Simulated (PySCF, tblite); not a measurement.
# C₄H₇BrSi: dynamics, then NMR shifts on frames, part 2 of 2

tblite 0.8.0 and PySCF 2.14.0. Atoms count from 0.

## (5) Shielding tensors: 625 fs, PBE0/pcSseg-1

The job: settings as JSON, then the geometry in Å.

```
{"job": {"kind": "nmr", "xc": "PBE0", "basis": "pcSseg-1", "pop": false}, "charge": 0, "multiplicity": 1}
Br    -0.189700     2.095000     2.241700
Si    -0.063600     0.872900     0.444100
C      0.179700    -0.884200     1.067200
C     -1.177100    -1.402000     0.809400
C     -2.080400    -0.790500     0.155600
C     -1.818400     0.632300    -0.242000
H      1.056200     1.303200    -0.457900
H      0.808700    -1.538000     0.392000
H      0.665700    -1.043400     2.033300
H     -1.451700    -2.416900     1.284300
H     -3.035400    -1.178500    -0.000900
H     -1.817600     0.632600    -1.396800
H     -2.550800     1.325500     0.062400
```

With the program's defaults for keys left out, this is: GIAO PBE0/pcSseg-1 NMR shielding, non-relativistic, gas phase.

The program printed:

```text
coarse grid: 51768 points
cycle   1  E = -3019.3323849636  dE = -3.579e-01  |g| = 7.901e-01  |ddm| = 3.471e+00
cycle   2  E = -3019.3221496683  dE =  1.024e-02  |g| = 5.696e-01  |ddm| = 8.623e-01
cycle   3  E = -3019.3815963856  dE = -5.945e-02  |g| = 1.645e-01  |ddm| = 6.432e-01
cycle   4  E = -3019.3887168220  dE = -7.120e-03  |g| = 2.663e-02  |ddm| = 1.877e-01
cycle   5  E = -3019.3888527735  dE = -1.360e-04  |g| = 7.923e-03  |ddm| = 3.507e-02
cycle   6  E = -3019.3888698984  dE = -1.712e-05  |g| = 1.895e-03  |ddm| = 1.022e-02
cycle   7  E = -3019.3888704647  dE = -5.663e-07  |g| = 9.297e-04  |ddm| = 2.337e-03
final grid: 107440 points
cycle   8  E = -3019.3888481261  dE =  3.204e-07  |g| = 1.515e-03  |ddm| = 2.966e-03
cycle   9  E = -3019.3888470165  dE =  1.110e-06  |g| = 2.574e-03  |ddm| = 3.476e-03
cycle  10  E = -3019.3888487120  dE = -1.695e-06  |g| = 9.574e-05  |ddm| = 2.190e-03
cycle  11  E = -3019.3888487143  dE = -2.319e-09  |g| = 9.133e-06  |ddm| = 1.115e-04
cycle  12  E = -3019.3888487143  dE = -1.819e-11  |g| = 4.702e-06  |ddm| = 1.757e-05
converged SCF energy = -3019.3888487143

GIAO shielding tensors (ppm)
atom      isotropic    diamagn.    paramagn.     s11        s22        s33       span
  0 Br    2683.290    3124.281    -440.991   2558.552   2673.165   2818.152    259.601
  1 Si     331.761     877.102    -545.340    294.127    337.632    363.524     69.397
  2 C      159.045     254.392     -95.348    141.141    158.792    177.200     36.059
  3 C       53.811     254.157    -200.346    -45.709     65.307    141.835    187.544
  4 C       64.664     255.712    -191.049    -35.971     79.353    150.608    186.580
  5 C      159.599     256.072     -96.473    149.935    154.150    174.711     24.776
  6 H       25.605      27.173      -1.568     21.558     23.289     31.968     10.410
  7 H       28.901      30.610      -1.708     23.896     26.519     36.289     12.393
  8 H       29.408      30.140      -0.732     24.972     28.707     34.543      9.571
  9 H       24.851      27.339      -2.487     21.255     25.269     28.030      6.775
 10 H       26.590      31.292      -4.702     23.758     27.662     28.349      4.591
 11 H       28.529      29.406      -0.877     23.922     26.000     35.666     11.744
 12 H       30.622      30.835      -0.213     26.209     29.626     36.032      9.823
```

Run time: 18 s. Hardware: 1 thread of Arm Neoverse V1, shared host; peak memory 0.87 GiB.

In short: δ C3 133.1, C4 122.3, C2 27.9, C5 27.3, H9 6.87, H6 6.11 ppm.

## (6) Nuclear shieldings: 800 fs, PBE0/pcSseg-1

The job: settings as JSON, then the geometry in Å.

```
{"job": {"kind": "nmr", "xc": "PBE0", "basis": "pcSseg-1", "pop": false}, "charge": 0, "multiplicity": 1}
Br     0.154800     1.933700     2.234900
Si    -0.115000     0.831900     0.440500
C     -0.299500    -0.998700     0.883800
C     -1.609100    -1.399500     0.364200
C     -2.399700    -0.515000    -0.255200
C     -1.855100     0.889600    -0.332300
H      0.971000     1.089900    -0.333500
H      0.419300    -1.688400     0.367800
H     -0.219500    -1.225300     2.005000
H     -1.906400    -2.451900     0.239000
H     -3.416900    -0.589500    -0.671000
H     -1.907500     1.115500    -1.432900
H     -2.465400     1.686200     0.065700
```

With the program's defaults for keys left out, this is: GIAO PBE0/pcSseg-1 NMR shielding, non-relativistic, gas phase.

The program printed:

```text
coarse grid: 51768 points
cycle   1  E = -3019.3341370605  dE = -4.085e-01  |g| = 7.811e-01  |ddm| = 3.450e+00
cycle   2  E = -3019.3208783721  dE =  1.326e-02  |g| = 5.726e-01  |ddm| = 8.190e-01
cycle   3  E = -3019.3783576850  dE = -5.748e-02  |g| = 1.711e-01  |ddm| = 6.283e-01
cycle   4  E = -3019.3859432631  dE = -7.586e-03  |g| = 2.883e-02  |ddm| = 1.886e-01
cycle   5  E = -3019.3860880300  dE = -1.448e-04  |g| = 1.188e-02  |ddm| = 3.524e-02
cycle   6  E = -3019.3861235610  dE = -3.553e-05  |g| = 3.016e-03  |ddm| = 1.232e-02
cycle   7  E = -3019.3861256869  dE = -2.126e-06  |g| = 9.272e-04  |ddm| = 3.545e-03
final grid: 107440 points
cycle   8  E = -3019.3861320877  dE =  1.730e-07  |g| = 1.294e-03  |ddm| = 2.651e-03
cycle   9  E = -3019.3861314166  dE =  6.711e-07  |g| = 2.057e-03  |ddm| = 3.144e-03
cycle  10  E = -3019.3861325198  dE = -1.103e-06  |g| = 2.497e-04  |ddm| = 1.908e-03
cycle  11  E = -3019.3861325368  dE = -1.695e-08  |g| = 1.319e-05  |ddm| = 2.519e-04
cycle  12  E = -3019.3861325368  dE = -3.911e-11  |g| = 4.968e-06  |ddm| = 2.037e-05
converged SCF energy = -3019.3861325368

GIAO shielding tensors (ppm)
atom      isotropic    diamagn.    paramagn.     s11        s22        s33       span
  0 Br    2732.783    3124.418    -391.635   2650.672   2744.825   2802.853    152.181
  1 Si     338.970     878.402    -539.432    287.443    359.365    370.103     82.660
  2 C      155.838     251.518     -95.680    136.848    159.384    171.280     34.432
  3 C       47.496     253.254    -205.758    -64.871     65.682    141.676    206.546
  4 C       45.102     256.602    -211.499    -62.425     60.526    137.206    199.632
  5 C      158.646     254.808     -96.162    144.300    151.790    179.847     35.547
  6 H       27.262      30.148      -2.886     22.296     25.327     34.164     11.868
  7 H       28.622      30.103      -1.481     23.888     26.893     35.083     11.195
  8 H       28.442      28.154       0.287     23.755     27.966     33.605      9.850
  9 H       25.327      28.384      -3.057     22.583     24.960     28.437      5.855
 10 H       24.771      29.352      -4.581     22.500     24.964     26.850      4.350
 11 H       29.176      30.454      -1.278     24.251     27.302     35.975     11.724
 12 H       30.093      29.612       0.481     25.409     29.522     35.348      9.939
```

It took 18 s on 1 thread of Arm Neoverse V1, shared host; peak memory 0.76 GiB.

In short: δ C4 141.8, C3 139.4, C2 31.1, C5 28.3, H10 6.95, H9 6.39 ppm.

## (7) Shielding tensors: 1000 fs, PBE0/pcSseg-1

The job: settings as JSON, then the geometry in Å.

```
{"job": {"kind": "nmr", "xc": "PBE0", "basis": "pcSseg-1", "pop": false}, "charge": 0, "multiplicity": 1}
Br     0.279200     1.981300     2.008700
Si    -0.416300     0.400100     0.515300
C     -0.406000    -1.451100     0.994900
C     -1.763200    -1.849700     0.493000
C     -2.676300    -0.908000     0.116200
C     -2.304900     0.485600     0.283800
H      0.458400     0.533800    -0.777900
H      0.515500    -1.956400     0.458900
H     -0.255500    -1.608000     2.088600
H     -1.868400    -2.902400     0.361700
H     -3.666700    -1.250600    -0.103600
H     -2.469800     1.043900    -0.611900
H     -2.905200     0.818100     1.061800
```

Level: GIAO PBE0/pcSseg-1 NMR shielding, non-relativistic, gas phase.

The program printed:

```text
coarse grid: 51768 points
cycle   1  E = -3019.3371261607  dE = -5.589e-01  |g| = 7.779e-01  |ddm| = 3.401e+00
cycle   2  E = -3019.3283193859  dE =  8.807e-03  |g| = 5.477e-01  |ddm| = 8.066e-01
cycle   3  E = -3019.3827887441  dE = -5.447e-02  |g| = 1.634e-01  |ddm| = 6.025e-01
cycle   4  E = -3019.3898553804  dE = -7.067e-03  |g| = 2.412e-02  |ddm| = 1.762e-01
cycle   5  E = -3019.3899554711  dE = -1.001e-04  |g| = 8.130e-03  |ddm| = 3.014e-02
cycle   6  E = -3019.3899731894  dE = -1.772e-05  |g| = 2.045e-03  |ddm| = 1.019e-02
cycle   7  E = -3019.3899737767  dE = -5.874e-07  |g| = 1.170e-03  |ddm| = 2.546e-03
final grid: 107440 points
cycle   8  E = -3019.3899681147  dE =  8.551e-07  |g| = 2.176e-03  |ddm| = 3.243e-03
cycle   9  E = -3019.3899647582  dE =  3.357e-06  |g| = 4.168e-03  |ddm| = 5.347e-03
cycle  10  E = -3019.3899693749  dE = -4.617e-06  |g| = 1.451e-04  |ddm| = 3.490e-03
cycle  11  E = -3019.3899693809  dE = -5.924e-09  |g| = 1.386e-05  |ddm| = 1.688e-04
cycle  12  E = -3019.3899693809  dE = -3.956e-11  |g| = 4.885e-06  |ddm| = 2.365e-05
converged SCF energy = -3019.3899693809

GIAO shielding tensors (ppm)
atom      isotropic    diamagn.    paramagn.     s11        s22        s33       span
  0 Br    2642.652    3124.914    -482.262   2486.666   2563.048   2878.241    391.575
  1 Si     307.824     877.350    -569.526    233.741    332.493    357.239    123.498
  2 C      156.267     256.725    -100.458    141.832    155.217    171.751     29.919
  3 C       42.816     255.602    -212.786    -70.099     54.557    143.989    214.088
  4 C       42.705     255.745    -213.040    -79.616     57.826    149.903    229.519
  5 C      169.115     254.389     -85.274    150.687    164.857    191.802     41.115
  6 H       24.945      27.601      -2.656     21.055     23.471     30.310      9.255
  7 H       27.870      29.983      -2.112     24.111     25.656     33.843      9.732
  8 H       29.102      29.428      -0.326     25.045     27.543     34.720      9.675
  9 H       25.396      29.590      -4.194     22.950     25.908     27.331      4.381
 10 H       25.190      29.155      -3.965     23.517     24.492     27.561      4.044
 11 H       30.339      31.115      -0.775     25.679     28.465     36.874     11.195
 12 H       30.855      30.810       0.045     25.732     29.845     36.988     11.256
```

It took 18 s on 1 thread of Arm Neoverse V1, shared host; peak memory 0.87 GiB.

In short: δ C4 144.2, C3 144.1, C2 30.7, C5 17.8, H6 6.77, H10 6.53 ppm.

## (8) Comparing the runs: NMR shifts

Shifts (ppm) of some atoms, chosen among heavy atoms and hydrogens apart, with basis size and wall time:

```
  frame     C3     C4    C5    H7    H8   Br0   Si1  functions  time
 250 fs  139.8  133.6  30.6  1.79  0.64   -63  25.5        168  25 s
 425 fs  145.5  140.2  23.0  0.78  2.40    -6  25.2        168  18 s
 625 fs  133.1  122.3  27.3  2.82  2.31   -61  17.4        168  18 s
 800 fs  139.4  141.8  28.3  3.10  3.28  -111  10.2        168  18 s
1000 fs  144.1  144.2  17.8  3.85  2.61   -21  41.3        168  18 s
```

## (9) Results

This closing draws on all 2 parts.

```
                                       quantity                                         value
                                     thermostat                                         400 K
                  mean temperature, second half                                         421 K
        mean potential energy above the minimum                                       0.64 eV
 13C shifts against TMS (PBE0/pcSseg-1, 250 fs)                  139.8, 133.6, 30.6, 25.3 ppm
  1H shifts against TMS (PBE0/pcSseg-1, 250 fs)  6.30, 6.25, 6.01, 2.96, 1.89, 1.79, 0.64 ppm
79Br shifts against HBr (PBE0/pcSseg-1, 250 fs)                                       -63 ppm
29Si shifts against TMS (PBE0/pcSseg-1, 250 fs)                                      25.5 ppm
          surface potential, 1st and 99th percentile                            -0.65 V and 1.11 V
                      range of the shift of Br0                                -111 to -6 ppm
```

In words: In the second half the potential energy averages 0.64 eV above the minimum; equipartition over 33 harmonic modes at 400 K would give 0.57 eV. With 13 atoms the temperature swings widely (184 to 573 K). Shifts at one fixed geometry are not the observed spectrum, which averages over the motion. In the first frame run (250 fs): Shielding is most anisotropic at Br0 (span 393 ppm, paramagnetic term -439 ppm). Across the 5 runs the shift of Br0 moves most, between -111 (800 fs) and -6 ppm (425 fs). Spin-orbit coupling is left out, which matters for shieldings and couplings at and beside the heavy atoms.
